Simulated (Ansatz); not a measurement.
**CH4BFO (SMILES COBF) at UBCCD(T)/cc-pV(D+d)Z (accuracy low, nuclear model gaussian)**

What is the vertical ionisation energy of CH4BFO at UBCCD(T)/cc-pV(D+d)Z (accuracy low, nuclear model gaussian)? 

The calculation is run with Ansatz 0.2.0.

4 further runs of the same task are left out: 4 set aside as unsound or not needed.

### Step 1. The system as given

The species is CH4BFO (8 atoms), meant as a singlet with charge 0. As SMILES, `COBF`. Geometry: relaxed at PBE0-D4/def2-TZVP. This is one conformer, not always the lowest.

Bond lengths: C1–O2 1.413 Å, O2–B3 1.339 Å, B3–F4 1.325 Å, C1–H5 1.093 Å, C1–H6 1.091 Å, C1–H7 1.091 Å, B3–H8 1.199 Å. Angles: C1–O2–B3 121.8°, O2–B3–F4 117.6°, O2–C1–H5 111.6°, O2–C1–H6 108.9°, O2–C1–H7 108.9°, O2–B3–H8 123.0°, F4–B3–H8 119.3°, H5–C1–H6 109.3°, H5–C1–H7 109.3°, H6–C1–H7 108.8°.

### Step 2. The energy at UBCCD(T)/cc-pV(D+d)Z (accuracy low, nuclear model gaussian)

The input, input.yaml:

```yaml
crystal:
  periodic: [false, false, false]
  atoms:
    - symbol: C
      position_ang: [-0.192200, 1.053800, -0.054400]
    - symbol: O
      position_ang: [0.124300, -0.158000, -0.708000]
    - symbol: B
      position_ang: [0.270900, -1.305800, -0.034500]
    - symbol: F
      position_ang: [0.567600, -2.393000, -0.730600]
    - symbol: H
      position_ang: [-0.296900, 0.914100, 1.025000]
    - symbol: H
      position_ang: [-1.128700, 1.440000, -0.460100]
    - symbol: H
      position_ang: [0.601100, 1.777800, -0.248400]
    - symbol: H
      position_ang: [0.145900, -1.386100, 1.155100]
basis:
  gaussian:
    orbitals: cc-pV_D+d_Z.json
    nuclear_model: gaussian
magnetization:
  spin_polarized: true
correlation:
  method: bccd_t
  diis_vectors: 3
accuracy: low
scf:
  omitted_lower_state_checks: [orbital_swaps, stability]
output: {orbitals: {seedname: orbitals}}
```

The basis set cc-pV(D+d)Z is read from a file made from the Basis Set Exchange's data (not shown).

On the command line:

```console
$ ansatz run input.yaml --threads 1 --pin off --max-ram 2610MiB --events-out events.jsonl --progress --plain --runs-dir runs
```

What it wrote, shortened:

```text
Warning: RAYON_NUM_THREADS=1 ignored (pool sized by the plan → 1); use --threads N
Functional definition: HF
  name "HF"
[...]
688 factors; integrals over basis functions are off by at most 1.2e-3 eV
[...]
mean field -6511.48282689 eV, -239.2925802465 hartree, gradient 1.2e-6 eV, S^2 0.000000; 1 other end points of the search recorded, 0 dependent functions left out
4 core orbitals not correlated: weight in the atoms' cores, before any rotation towards them, 1.000 or more for the frozen orbitals, at most 0.000 for the correlated occupied ones
reference -6511.48282689 eV, -239.2925802465 hartree; 12, 12 occupied and 60, 60 virtual orbitals, 688 factors
second order -16.23616348 eV of doubles, -0.00000000 eV of singles
cycle   1  -16.56572652 eV  change   -3.3e-1 eV  update   9.4e-2
[...]
cycle  11  -17.03099144 eV  change   -2.9e-6 eV  update   5.4e-6
perturbative correction -0.43195695 eV, -0.0158741251 hartree
Total energy: -6528.94577527 eV, -239.9343317628 hartree
Checks for a lower state left out: stability, orbital_swaps
```

Wall time 34 s (1 thread of Arm Neoverse N1, shared host); peak memory 0.51 GiB.

### Step 3. The doublet cation, same level

Changes to input.yaml since step 2:

```diff
@@ -23,4 +23,6 @@
     nuclear_model: gaussian
+total_charge: 1
 magnetization:
   spin_polarized: true
+  initial_magnetization: 1
 correlation:
```

The basis set cc-pV(D+d)Z is read from a file made from the Basis Set Exchange's data (not shown).

On the command line:

```console
$ ansatz run input.yaml --threads 1 --pin off --max-ram 2610MiB --events-out events.jsonl --progress --plain --runs-dir runs
```

What it wrote, shortened:

```text
Warning: RAYON_NUM_THREADS=1 ignored (pool sized by the plan → 1); use --threads N
Functional definition: HF
  name "HF"
[...]
688 factors; integrals over basis functions are off by at most 1.2e-3 eV
[...]
mean field -6500.59019576 eV, -238.8922834360 hartree, gradient 2.9e-6 eV, S^2 0.760940; 5 other end points of the search recorded, 0 dependent functions left out
determinant -6500.59019576 eV, -238.8922834360 hartree, with singles and doubles -6516.75917218 eV, -239.4864823595 hartree
determinant -6500.16278250 eV, -238.8765762882 hartree, with singles and doubles -6516.43395141 eV, -239.4745307166 hartree
determinant -6500.59019576 eV, -238.8922834360 hartree, with singles and doubles -6516.76677142 eV, -239.4867616264 hartree
determinant -6500.16278250 eV, -238.8765762882 hartree, with singles and doubles -6516.46189321 eV, -239.4755575588 hartree
4 core orbitals not correlated: weight in the atoms' cores, before any rotation towards them, 1.000 or more for the frozen orbitals, at most 0.000 for the correlated occupied ones
reference -6500.59019576 eV, -238.8922834360 hartree; 12, 11 occupied and 60, 61 virtual orbitals, 688 factors
second order -14.95977637 eV of doubles, -0.00000000 eV of singles
cycle   1  -16.10503801 eV  change    7.2e-2 eV  update   2.5e-2
[...]
cycle  13  -16.11543251 eV  change   -9.5e-6 eV  update   1.1e-5
perturbative correction -0.46802623 eV, -0.0171996468 hartree
Total energy: -6517.17365450 eV, -239.5017143040 hartree
Checks for a lower state left out: stability, orbital_swaps
```

Run time: 2 min. Hardware: 1 thread of Arm Neoverse N1, shared host; peak memory 0.51 GiB.

### Step 4. Outcome

At UBCCD(T)/cc-pV(D+d)Z (accuracy low, nuclear model gaussian), 4 core orbitals frozen:

| quantity | value |
| --- | --- |
| singlet CH4BFO: total energy | -239.93433 Eh |
| singlet CH4BFO: HOMO energy (Hartree–Fock orbitals) | -13.11 eV |
| singlet CH4BFO: LUMO energy (Hartree–Fock orbitals) | 4.43 eV |
| singlet CH4BFO: HOMO–LUMO gap (Hartree–Fock orbitals) | 17.54 eV |
| singlet CH4BFO: correlation energy (4 core orbitals frozen) | -641.8 mEh |
| singlet CH4BFO: (T) correction | -15.87 mEh |
| doublet cation: total energy | -239.50171 Eh |
| doublet cation: HOMO energy (Hartree–Fock orbitals) (highest over α and β) | -21.03 eV |
| doublet cation: LUMO energy (Hartree–Fock orbitals) (lowest over α and β) | -8.82 eV |
| doublet cation: correlation energy (4 core orbitals frozen) | -609.4 mEh |
| doublet cation: (T) correction | -17.20 mEh |
| doublet cation: ⟨S²⟩ of the reference determinant | 0.761 |
| vertical ionisation energy (to the doublet cation) | 11.772 eV |

The vertical ionisation energy comes to 11.77 eV (1136 kJ/mol). The triples (singlet CH4BFO) make up 2.5 % of the correlation energy. The accuracy setting (singlet CH4BFO) is loose, so the last digits carry no meaning. The triples (doublet cation) make up 2.8 % of the correlation energy. The accuracy setting (doublet cation) is loose, so the last digits carry no meaning.
